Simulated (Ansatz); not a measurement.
# C5H14AlN: a ladder of functionals and wavefunction methods

One table from this session's results is given with a row withheld; the runs are named, their logs left out.

Program: Ansatz 0.2.0, Gaussian basis. Level of theory: functionals in def2-TZVPP, the program's frozen cores in correlated methods. These are calculated values, not measurements.

Plan: LDA (SPW92), PBE-D4, revPBE-D4, BLYP-D4, r2SCAN-D4, B97M-V, PBE0-D4, B3LYP-D4, r2SCANh-D4, r2SCAN0-D4, HSE06-D4, BHLYP-D4, CAM-B3LYP-D4, LC-ωPBE, ωB97X-V, ωB97M-V, B2PLYP, PBE-QIDH; CCSD(T)/def2-SVP; CCSD(T)/def2-TZVPP; MP2/def2-QZVPP; extrapolation to the limit; RPA on PBE.

## The geometry

The geometry comes from an earlier relaxation with PBE0-D4 in a triple-zeta def2 set; it is a stationary point, not always the lowest conformer.

21 atoms, charge 0, spin multiplicity 1.

Atoms are counted from 1 here; the program's logs count them from 0.

Bond lengths: C1–C2 1.529 Å, C1–H8 1.094 Å, C1–H9 1.095 Å, C1–H10 1.094 Å, C2–Al3 1.964 Å, C2–H11 1.098 Å, C2–H12 1.098 Å, Al3–N4 1.775 Å, Al3–C5 1.973 Å, N4–H13 1.007 Å, N4–H14 1.007 Å, C5–C6 1.529 Å, C5–C7 1.530 Å, C5–H15 1.098 Å, C6–H16 1.095 Å, C6–H17 1.098 Å, C6–H18 1.094 Å, C7–H19 1.094 Å and more. Angles: C2–C1–H8 111.6°, C2–C1–H9 112.4°, C2–C1–H10 111.6°, H8–C1–H9 107.0°, H8–C1–H10 106.8°, H9–C1–H10 107.0°, C1–C2–Al3 115.7°, C1–C2–H11 109.9°, C1–C2–H12 110.0°, Al3–C2–H11 108.1°, Al3–C2–H12 108.2°, H11–C2–H12 104.3°, C2–Al3–N4 117.8°, C2–Al3–C5 122.8°, N4–Al3–C5 119.4°, Al3–N4–H13 125.1°, Al3–N4–H14 125.0°, H13–N4–H14 109.9° and more.

Set-up of the first run:

Input file in.yaml:

```yaml
crystal:
  periodic: [false, false, false]
  atoms:
    - {symbol: C, position_ang: [-0.501806, -2.943684, -0.850015]}
    - {symbol: C, position_ang: [-0.475896, -1.425791, -1.029298]}
    - {symbol: Al, position_ang: [0.258111, -0.401763, 0.477209]}
    - {symbol: N, position_ang: [0.863578, -1.307652, 1.878614]}
    - {symbol: C, position_ang: [0.329567, 1.570137, 0.495777]}
    - {symbol: C, position_ang: [1.038282, 2.122864, -0.741305]}
    - {symbol: C, position_ang: [-1.073498, 2.169443, 0.615482]}
    - {symbol: H, position_ang: [-1.103826, -3.237291, 0.014867]}
    - {symbol: H, position_ang: [-0.918472, -3.460321, -1.720524]}
    - {symbol: H, position_ang: [0.502155, -3.347275, -0.689010]}
    - {symbol: H, position_ang: [0.096133, -1.164761, -1.929699]}
    - {symbol: H, position_ang: [-1.488811, -1.054665, -1.234753]}
    - {symbol: H, position_ang: [1.265897, -0.896202, 2.705101]}
    - {symbol: H, position_ang: [0.853079, -2.311165, 1.965858]}
    - {symbol: H, position_ang: [0.903216, 1.873399, 1.381818]}
    - {symbol: H, position_ang: [0.530039, 1.821838, -1.663842]}
    - {symbol: H, position_ang: [1.058295, 3.220328, -0.735543]}
    - {symbol: H, position_ang: [2.075139, 1.781224, -0.816998]}
    - {symbol: H, position_ang: [-1.584277, 1.858622, 1.531983]}
    - {symbol: H, position_ang: [-1.710037, 1.876754, -0.226959]}
    - {symbol: H, position_ang: [-1.041469, 3.266663, 0.618337]}
basis:
  gaussian: {orbitals: def2-TZVPP}
hamiltonian: {xc: lda}
output: {orbitals: {seedname: orbitals}}
```

Among the steps run: LDA; PBE-D4 (GGA); revPBE-D4 (GGA); BLYP-D4 (GGA); r2SCAN-D4 (meta-GGA); B97M-V (meta-GGA); PBE0-D4 (hybrid); B3LYP-D4 (hybrid); r2SCANh-D4 (hybrid); r2SCAN0-D4 (hybrid); HSE06-D4 (hybrid); BHLYP-D4 (hybrid); CAM-B3LYP-D4 (range-separated); LC-ωPBE (range-separated); ωB97X-V (range-separated); ωB97M-V (range-separated); B2PLYP (double hybrid); PBE-QIDH (double hybrid).

One table of the session follows, with a row left open; its other results are not shown here.

It belongs to the step «Frontier levels by functional». 

| functional | HOMO (eV) | gap (eV) |
| --- | --- | --- |
| LDA (SPW92) | -5.58 | 4.80 |
| PBE-D4 | -5.49 | 4.96 |
| revPBE-D4 | -5.44 | 5.06 |
| BLYP-D4 | -5.38 | 4.97 |
| r2SCAN-D4 | -5.70 | 5.54 |
| B97M-V | -5.80 | 5.42 |
| PBE0-D4 | -6.70 | 6.97 |
| B3LYP-D4 | -6.51 | 6.55 |
| r2SCANh-D4 | -6.16 | 6.25 |
| r2SCAN0-D4 | ? | ? |
| HSE06-D4 | -6.30 | 6.20 |
| BHLYP-D4 | -7.86 | 8.81 |
| CAM-B3LYP-D4 | -8.05 | 9.16 |
| LC-ωPBE | -9.37 | 11.68 |
| ωB97X-V | -9.04 | 11.13 |
| ωB97M-V | -8.90 | 10.60 |

Q: Estimate the row for r2SCAN0-D4 from the others.

Worked estimate for «HOMO (eV)». Against the share of exact exchange, r2SCAN-D4 (0, -5.70), r2SCANh-D4 (0.1, -6.16) give a slope of -4.60 per unit share; at 0.25 the line stands at -6.85.

**Answer.** HOMO (eV): -6.85; gap (eV): 7.32. In «HOMO (eV)» the line misses by 0.00.
